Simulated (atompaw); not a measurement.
**Lanthanum: generating and testing a PAW (atompaw) potential**

Task: generate the file, and judge it by its logarithmic derivatives, its ghosts and its cutoff.

The numbers are computed with atompaw 4.2.0.5 (PBE, scalar-relativistic, spin-unpolarised reference atom).

**1. Settings**

The settings as typed:

```
element                 : lanthanum (La, Z = 57)
type                    : PAW
frozen core             : [Kr] 4d10
valence charge          : 11
reference configuration : 4f0 5s2 5p6 5d2 6s1 6p0
partial waves           : 5s (bound): rc 2.95 bohr; 6s (bound): rc 2.25 bohr; 5p (bound): rc 2.40 bohr; 6p (bound, empty): rc 2.50 bohr; 5d (bound): rc 2.95 bohr; 5d channel at 1.8 Ry: rc 2.95 bohr; 4f (bound, empty): rc 1.20 bohr; 4f channel at 2.3 Ry: rc 1.20 bohr
local potential         : troulliermartins scheme with l = 4 at 0 Ry, radius 2.50 bohr
core correction         : smooth core density matched at 2.00 bohr
augmentation charge     : gaussian compensation charge, radius 2.40 bohr; PAW radius 2.95 bohr; waves and projectors: custom polynom vanderbiltortho
```

The nodes and maxima of the atom's own shells, from an earlier all-electron run, set the scale for the radii.

All-electron outer shells of the reference configuration (PBE, scalar-relativistic, ld1.x):

```json
{"shell": "4p", "level (eV)": "-198.33", "outermost node (bohr)": "0.34", "outermost maximum (bohr)": "0.63"}
{"shell": "4d", "level (eV)": "-102.18", "outermost node (bohr)": "0.32", "outermost maximum (bohr)": "0.68"}
{"shell": "5s", "level (eV)": "-37.33", "outermost node (bohr)": "0.77", "outermost maximum (bohr)": "1.41"}
{"shell": "5p", "level (eV)": "-20.93", "outermost node (bohr)": "0.83", "outermost maximum (bohr)": "1.60"}
{"shell": "6s", "level (eV)": "-3.13", "outermost node (bohr)": "1.87", "outermost maximum (bohr)": "3.93"}
{"shell": "4f", "level (eV)": "-2.74", "outermost node (bohr)": "–", "outermost maximum (bohr)": "0.75"}
{"shell": "5d", "level (eV)": "-2.14", "outermost node (bohr)": "0.95", "outermost maximum (bohr)": "2.27"}
{"shell": "6p", "level (eV)": "-1.05", "outermost node (bohr)": "2.24", "outermost maximum (bohr)": "5.31"}
```

**2. Generation**

The input, La.input:

```
La 57
GGA-PBE scalarrelativistic loggrid 2001 logderivrange -5 5 251
6 6 5 4 0 0
6 0 1
6 1 0
5 2 2
4 3 0
0 0 0
c
c
c
c
v
v
c
c
c
v
v
c
c
v
v
3
2.95 2.40 2.50 2.00
n
n
y
1.8
n
y
2.3
n
custom polynom vanderbiltortho gaussian
4 0 troulliermartins
2.95
2.25
2.40
2.50
2.95
2.95
1.20
1.20
PWSCFOUT
UPFDX 0.0125d0 UPFXMIN -7.d0 UPFZMESH 57.d0
END
```

On the command line:

```sh
$ atompaw < La.input > La.log
```

What does the calculation give? Wanted: cutoffs for 10 and 1 mRy, occupied levels; bound ghosts; largest phase difference near zero energy, channels read; lowest eigenvalue of the overlap; share of valence orbitals outside the PAW sphere; UPF file.

The runs gave:

| quantity | value |
| --- | --- |
| cutoffs for 10 and 1 mRy, occupied levels | 12 Ry and 21 Ry |
| bound ghosts | s at -48.75 eV |
| largest phase difference near zero energy, channels read | 0.016 rad |
| lowest eigenvalue of the overlap (Bessel basis) | 0.365 (s) |
| share of valence orbitals outside the PAW sphere | 5s 1 %, 6s 87 %, 5p 5 %, 6p 96 %, 5d 48 %, 4f 3 % |
| UPF file | written |

What this shows: It has a bound ghost (s), a state that the atom doesn't have, and that rules the file out. By its cutoff, 12 Ry for the looser tolerance, it is soft on the atom at that tolerance. That counts occupied waves only; other projectors can need more. Near zero energy the phases of the channels with partial waves agree within 0.016 rad. The pseudo curves have a pole with no partner nearby in the atom's: s at -3.58 Ry.
